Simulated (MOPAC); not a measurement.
# CH6AlFOSi (SMILES F[CH2][AlH][O][SiH3]) at 4 levels

Aim: a comparison of 4 runs (MNDO, PM6, PM6-D3H4, PM7) of CH6AlFOSi. 

Program for the calculation: MOPAC 23.2.5.

5 further runs of the same task are left out: 3 that didn't finish, 2 set aside as unsound or not needed.

## Step 1: Starting point

CH6AlFOSi: 11 atoms, total charge 0, spin state singlet. SMILES: `F[CH2][AlH][O][SiH3]`. The shape comes from a force field and isn't a relaxed structure. This is one conformer, not always the lowest.

Bond lengths: F1–C2 1.317 Å, C2–Al3 1.986 Å, Al3–O4 1.776 Å, O4–Si5 1.696 Å, C2–H6 1.126 Å, C2–H7 1.108 Å, Al3–H8 1.657 Å, Si5–H9 1.416 Å, Si5–H10 1.499 Å, Si5–H11 1.454 Å. Some angles: F1–C2–Al3 107.9°, C2–Al3–O4 123.1°, Al3–O4–Si5 108.9°, F1–C2–H6 110.0°, F1–C2–H7 110.6°, Al3–C2–H6 110.1°, Al3–C2–H7 109.6°, C2–Al3–H8 118.6°, O4–Al3–H8 118.1°, O4–Si5–H9 111.2°.

## Step 2: Energy and gradient at MNDO (run 1)

Contents of ch6alfosi.mop:

```
MNDO 1SCF BONDS DISP GRADIENTS AUX(PRECISION=6) THREADS=1
CH6AlFOSi

F -1.571300 1 0.548100 1 1.635200 1
C -0.375300 1 0.140200 1 2.007500 1
Al 0.413600 1 -0.893200 1 0.505700 1
O -0.391500 1 -1.089400 1 -1.065600 1
Si -0.030500 1 0.251200 1 -2.039300 1
H 0.275300 1 1.026500 1 2.250000 1
H -0.444600 1 -0.504800 1 2.905500 1
H 1.945100 1 -1.500900 1 0.679900 1
H -0.724600 1 0.189700 1 -3.271600 1
H -0.438500 1 1.508200 1 -1.332900 1
H 1.407600 1 0.267300 1 -2.253800 1
```

On the command line:

```
$ mopac ch6alfosi.mop
```

ch6alfosi.out:

```text
MOPAC v23.2.5
MNDO CALCULATION RESULTS
[...]
           Empirical Formula: C H6 O F Al Si  =    11 atoms
      MOLECULAR POINT GROUP   :   C1
[...]
     SCF FIELD WAS ACHIEVED
[...]
                              SUM =       -115.08842 KCAL/MOL = FINAL HEAT OF FORMATION
          TOTAL ENERGY            =      -1151.32050 EV
          ELECTRONIC ENERGY       =      -3105.46306 EV
          CORE-CORE REPULSION     =       1954.14257 EV
          COSMO AREA              =        146.05 SQUARE ANGSTROMS
          COSMO VOLUME            =        143.85 CUBIC ANGSTROMS
          GRADIENT NORM           =        166.74007          =       50.27402 PER ATOM
          IONIZATION POTENTIAL    =         10.130288 EV
          HOMO LUMO ENERGIES (EV) =        -10.130 -0.321
          NO. OF FILLED LEVELS    =         15
          MOLECULAR WEIGHT        =        108.1232         POINT GROUP:  C1
[...]
              NET ATOMIC CHARGES AND DIPOLE CONTRIBUTIONS
  ATOM NO.   TYPE          CHARGE      No. of ELECS.   s-Pop       p-Pop
    1          F          -0.237851        7.2379     1.87451     5.36334
    2          C           0.012367        3.9876     1.25235     2.73528
    3         Al           0.785536        2.2145     0.97960     1.23486
    4          O          -0.748008        6.7480     1.83181     4.91620
    5         Si           1.509082        2.4909     1.03111     1.45981
    6          H          -0.006960        1.0070     1.00696
    7          H          -0.004441        1.0044     1.00444
    8          H          -0.225154        1.2252     1.22515
    9          H          -0.338403        1.3384     1.33840
   10          H          -0.370038        1.3700     1.37004
   11          H          -0.376129        1.3761     1.37613
 DIPOLE           X         Y         Z       TOTAL
 POINT-CHG.     1.830    -0.125     0.092     1.836
 HYBRID        -0.383    -0.043     0.252     0.460
 SUM            1.447    -0.168     0.344     1.496
[...]
 * JOB ENDED NORMALLY *
[...]
```

Run time: 0.04 s. Hardware: 1 thread of Arm Neoverse N1, shared host.

## Step 3: Energy and gradient at PM6 (run 2)

Contents of calc.mop:

```
PM6 1SCF BONDS GRADIENTS DISP AUX(PRECISION=6) THREADS=1
CH6AlFOSi, PM6

F     -1.571300 1     0.548100 1     1.635200 1
C     -0.375300 1     0.140200 1     2.007500 1
Al     0.413600 1    -0.893200 1     0.505700 1
O     -0.391500 1    -1.089400 1    -1.065600 1
Si    -0.030500 1     0.251200 1    -2.039300 1
H      0.275300 1     1.026500 1     2.250000 1
H     -0.444600 1    -0.504800 1     2.905500 1
H      1.945100 1    -1.500900 1     0.679900 1
H     -0.724600 1     0.189700 1    -3.271600 1
H     -0.438500 1     1.508200 1    -1.332900 1
H      1.407600 1     0.267300 1    -2.253800 1
```

On the command line:

```
$ mopac calc.mop
```

calc.out:

```text
MOPAC v23.2.5
PM6 CALCULATION RESULTS
[...]
           Empirical Formula: C H6 O F Al Si  =    11 atoms
      MOLECULAR POINT GROUP   :   C1
[...]
     SCF FIELD WAS ACHIEVED
[...]
                              SUM =       -129.58967 KCAL/MOL = FINAL HEAT OF FORMATION
          TOTAL ENERGY            =      -1092.59371 EV
          ELECTRONIC ENERGY       =      -2953.77857 EV
          CORE-CORE REPULSION     =       1861.18486 EV
          COSMO AREA              =        146.05 SQUARE ANGSTROMS
          COSMO VOLUME            =        143.85 CUBIC ANGSTROMS
          GRADIENT NORM           =        110.24472          =       33.24003 PER ATOM
          IONIZATION POTENTIAL    =         10.593191 EV
          HOMO LUMO ENERGIES (EV) =        -10.593 -0.043
          NO. OF FILLED LEVELS    =         15
          MOLECULAR WEIGHT        =        108.1232         POINT GROUP:  C1
[...]
              NET ATOMIC CHARGES AND DIPOLE CONTRIBUTIONS
  ATOM NO.   TYPE          CHARGE      No. of ELECS.   s-Pop       p-Pop       d-Pop
    1          F          -0.145756        7.1458     1.96476     5.18099
    2          C          -0.386296        4.3863     1.16086     3.22543
    3         Al           0.749519        2.2505     0.95438     1.24124     0.05486
    4          O          -0.617142        6.6171     1.75164     4.86550
    5         Si           0.279662        3.7203     1.14968     1.67474     0.89591
    6          H           0.148758        0.8512     0.85124
    7          H           0.144066        0.8559     0.85593
    8          H          -0.096047        1.0960     1.09605
    9          H          -0.021774        1.0218     1.02177
   10          H          -0.024014        1.0240     1.02401
   11          H          -0.030977        1.0310     1.03098
 DIPOLE           X         Y         Z       TOTAL
 POINT-CHG.     3.314     0.550     1.506     3.681
 HYBRID        -1.111    -0.665     0.364     1.345
 SUM            2.203    -0.115     1.870     2.892
[...]
 * JOB ENDED NORMALLY *
[...]
```

Run time: 0.04 s. Hardware: 1 thread of Arm Neoverse N1, shared host.

Run 3 isn't shown in full; the table further down has it.

## Step 4: Energy and forces at PM7 (run 4)

Contents of job.mop:

```
PM7 1SCF DISP GRADIENTS BONDS AUX(PRECISION=9) THREADS=1
CH6AlFOSi, PM7

F -1.571300 1 0.548100 1 1.635200 1
C -0.375300 1 0.140200 1 2.007500 1
Al 0.413600 1 -0.893200 1 0.505700 1
O -0.391500 1 -1.089400 1 -1.065600 1
Si -0.030500 1 0.251200 1 -2.039300 1
H 0.275300 1 1.026500 1 2.250000 1
H -0.444600 1 -0.504800 1 2.905500 1
H 1.945100 1 -1.500900 1 0.679900 1
H -0.724600 1 0.189700 1 -3.271600 1
H -0.438500 1 1.508200 1 -1.332900 1
H 1.407600 1 0.267300 1 -2.253800 1
```

On the command line:

```
$ mopac job.mop
```

job.out:

```text
MOPAC v23.2.5
PM7 CALCULATION RESULTS
[...]
           Empirical Formula: C H6 O F Al Si  =    11 atoms
      MOLECULAR POINT GROUP   :   C1
[...]
     SCF FIELD WAS ACHIEVED
[...]
                              SUM =        -98.56541 KCAL/MOL = FINAL HEAT OF FORMATION
          TOTAL ENERGY            =      -1131.62266 EV
          ELECTRONIC ENERGY       =      -3106.97137 EV
          CORE-CORE REPULSION     =       1975.34871 EV
          COSMO AREA              =        146.05 SQUARE ANGSTROMS
          COSMO VOLUME            =        143.85 CUBIC ANGSTROMS
          GRADIENT NORM           =        190.01692          =       57.29226 PER ATOM
          IONIZATION POTENTIAL    =         10.708168 EV
          HOMO LUMO ENERGIES (EV) =        -10.708 -0.056
          NO. OF FILLED LEVELS    =         15
          MOLECULAR WEIGHT        =        108.1232         POINT GROUP:  C1
[...]
              NET ATOMIC CHARGES AND DIPOLE CONTRIBUTIONS
  ATOM NO.   TYPE          CHARGE      No. of ELECS.   s-Pop       p-Pop       d-Pop
    1          F          -0.144358        7.1444     1.96213     5.18223
    2          C          -0.463422        4.4634     1.08748     3.37594
    3         Al           0.645850        2.3541     0.28747     1.27406     0.79263
    4          O          -0.575753        6.5758     1.70009     4.87566
    5         Si           0.187181        3.8128     0.88751     2.72087     0.20444
    6          H           0.168700        0.8313     0.83130
    7          H           0.172029        0.8280     0.82797
    8          H          -0.166775        1.1668     1.16677
    9          H           0.062851        0.9371     0.93715
   10          H           0.061367        0.9386     0.93863
   11          H           0.052329        0.9477     0.94767
 DIPOLE           X         Y         Z       TOTAL
 POINT-CHG.     2.567     1.962    -1.188     3.442
 HYBRID        -1.853    -0.620     0.676     2.067
 SUM            0.714     1.341    -0.512     1.603
[...]
 * JOB ENDED NORMALLY *
[...]
```

It took 0.06 s on 1 thread of Arm Neoverse N1, shared host.

## Step 5: Overview of the runs

| run | level | heat of formation (kcal/mol) | dipole moment (D) | HOMO energy (eV) | LUMO energy (eV) | wall time |
| --- | --- | --- | --- | --- | --- | --- |
| 1 | MNDO | -115.09 | 1.50 | -10.13 | -0.32 | 0.04 s |
| 2 | PM6 | -129.59 | 2.89 | -10.59 | -0.04 | 0.04 s |
| 3 | PM6-D3H4 | -128.54 | 2.89 | -10.59 | -0.04 | 0.06 s |
| 4 | PM7 | -98.57 | 1.60 | -10.71 | -0.06 | 0.06 s |

## Step 6: What came out

| quantity | value |
| --- | --- |
| run 4: total energy | -41.58637 Eh |
| run 4: dipole moment | 1.60 D |
| run 4: HOMO energy | -10.71 eV |
| run 4: LUMO energy | -0.06 eV |
| run 4: HOMO–LUMO gap | 10.65 eV |
| run 4: dispersion energy | -1.56 kJ/mol |
| run 4: heat of formation at this unrelaxed shape | -98.6 kcal/mol |
| run 4: largest force on an atom | 5.547 eV/Å |

What this shows: The dipole moment (its size) runs from 1.50 D (MNDO) to 2.89 D (PM6). The HOMO–LUMO gap runs from 9.81 eV (MNDO) to 10.65 eV (PM7). Force-field and semi-empirical energies have zeros of their own, so their totals don't compare. All runs together took 0.2 s, the longest 0.06 s.
